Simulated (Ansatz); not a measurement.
# CuB3: the cost of one run

Method: DFT PBE, scalar-relativistic, plane waves, PAW, in Ansatz 0.2.0.

## 1. The system as given

Symmetry: P4/mmm, No. 123, tetragonal system. Conventional cell: a = 3.145 Å, b = 3.145 Å, c = 3.113 Å, α = 90.00°, β = 90.00°, γ = 90.00°. Around Cu (site symmetry 4/mmm) lie 12 B at 2.21 to 2.22 Å. B (site symmetry mmm) has 4 Cu at 2.21 Å and 8 B at 2.21 to 2.22 Å as nearest neighbours. B (site symmetry 4/mmm) has 8 B at 2.21 Å and 4 Cu at 2.22 Å as nearest neighbours.

Structure file:

```cif
data_structure
_symmetry_space_group_name_H-M 'P4/mmm'
_symmetry_Int_Tables_number 123
_cell_length_a 3.1449
_cell_length_b 3.1449
_cell_length_c 3.1126
_cell_angle_alpha 90.000
_cell_angle_beta 90.000
_cell_angle_gamma 90.000
_cell_volume 30.79
loop_
_atom_site_label
_atom_site_type_symbol
_atom_site_symmetry_multiplicity
_atom_site_Wyckoff_symbol
_atom_site_fract_x
_atom_site_fract_y
_atom_site_fract_z
_atom_site_occupancy
Cu1 Cu 1 a 0.00000 0.00000 0.00000 1
B1 B 2 e 0.00000 0.50000 0.50000 1
B2 B 1 c 0.50000 0.50000 0.00000 1
```

This is candidate A: Cu3Pd type (P4/mmm, No. 123).

(A quick probe on a coarse mesh, which set the mesh and smearing, is not shown.)

## 3. Full relaxation (candidate A)

The input, input.yaml:

```yaml
crystal:
  lattice:
    - [3.1449319685, 0.0, 0.0]
    - [0.0, 3.1449319685, 0.0]
    - [0.0, 0.0, 3.1126064573]
  atoms:
    - { symbol: Cu, position: [0.0, 0.0, 0.0] }
    - { symbol: B, position: [0.0, 0.5, 0.5] }
    - { symbol: B, position: [0.5, 0.0, 0.5] }
    - { symbol: B, position: [0.5, 0.5, 0.0] }
basis:
  ecutwfc: 420
kpoints:
  mp_grid: { grid: [14, 14, 14] }
hamiltonian:
  xc: pbe
scf:
  occupations: { method: gaussian, width: 0.1 }
output:
  forces: true
  stress: true
  eigenvalues: true
relax:
  adjacent_minimum: "off"
  f_tol: 0.01
  max_steps: 80
  cell: { stress_tol: 0.05 }
```

The run is started by

```sh
> ansatz run input.yaml --threads 1 --pin off --max-ram 2560MiB --backend cpu --events-out ev --progress --plain --runs-dir out
```

Q: Estimate wall time and peak memory on 1 thread of Intel Xeon 6975P-C (Granite Rapids), shared host.

About 19 s, with a peak of 0.47 GiB.
